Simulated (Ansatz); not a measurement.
# CH2FSi2+ (SMILES [CH2+][Si]#[Si]F): single points off equilibrium

An exercise on one series of results from a longer session: the logs are not shown, and one member is left open.

Computed with Ansatz 0.2.0, Gaussian basis. Level: single points in def2-TZVPP.

Correlated methods freeze the cores. B3LYP uses VWN-RPA correlation.

## Starting geometry

6 atoms, charge 1, spin multiplicity 1.

Atoms are counted from 1 here; the program's logs count them from 0.

Bond lengths: C1–Si2 1.845 Å, C1–H5 0.963 Å, C1–H6 1.020 Å, Si2–Si3 2.238 Å, Si3–F4 1.515 Å. Angles: Si2–C1–H5 122.9°, Si2–C1–H6 120.9°, H5–C1–H6 116.1°, C1–Si2–Si3 169.1°, Si2–Si3–F4 95.6°.

Coordinates:

```
C    -0.73270    1.34250   -0.08410
Si    0.52620   -0.00460   -0.02210
Si    1.71960   -1.89220    0.11860
F     0.52420   -2.81160    0.26840
H    -0.50250    2.26920   -0.21010
H    -1.72850    1.13080   -0.02560
```

The first run:

The input, run/in.yaml:

```yaml
crystal:
  periodic: [false, false, false]
  atoms:
    - {symbol: C, position_ang: [-0.732700, 1.342500, -0.084100]}
    - {symbol: Si, position_ang: [0.526200, -0.004600, -0.022100]}
    - {symbol: Si, position_ang: [1.719600, -1.892200, 0.118600]}
    - {symbol: F, position_ang: [0.524200, -2.811600, 0.268400]}
    - {symbol: H, position_ang: [-0.502500, 2.269200, -0.210100]}
    - {symbol: H, position_ang: [-1.728500, 1.130800, -0.025600]}
basis:
  gaussian: {orbitals: def2-TZVPP}
total_charge: 1
correlation: {method: ccsd_t}
output: {forces: true}
```

The command line of these runs was not kept.

Steps of the session up to this table: CCSD(T)/def2-TZVPP; PBE0-D4/def2-TZVPP; wB97M-V/def2-TZVPP; r2SCAN-D4/def2-TZVPP; PBE-D4/def2-TZVPP; B3LYP-D4/def2-TZVPP; r2SCAN0-D4/def2-TZVPP.

One table of the session follows, with a row left open; its other results are not shown here.

| method | RMS force component (eV/Å) | angle to CCSD(T) forces (°) |
| --- | --- | --- |
| CCSD(T) | 3.094 | reference |
| PBE0-D4 | 3.233 | 2.7 |
| wB97M-V | 3.362 | 4.6 |
| r2SCAN-D4 | ? | ? |
| PBE-D4 | 3.243 | 4.4 |
| B3LYP-D4 | 3.182 | 2.0 |
| r2SCAN0-D4 | 3.193 | 4.8 |

**Question.** Estimate the row for r2SCAN-D4.

As computed: RMS force component (eV/Å): 3.168; angle to CCSD(T) forces (°): 2.1. In the column «RMS force component (eV/Å)» it lies between CCSD(T) (3.094) and B3LYP-D4 (3.182).
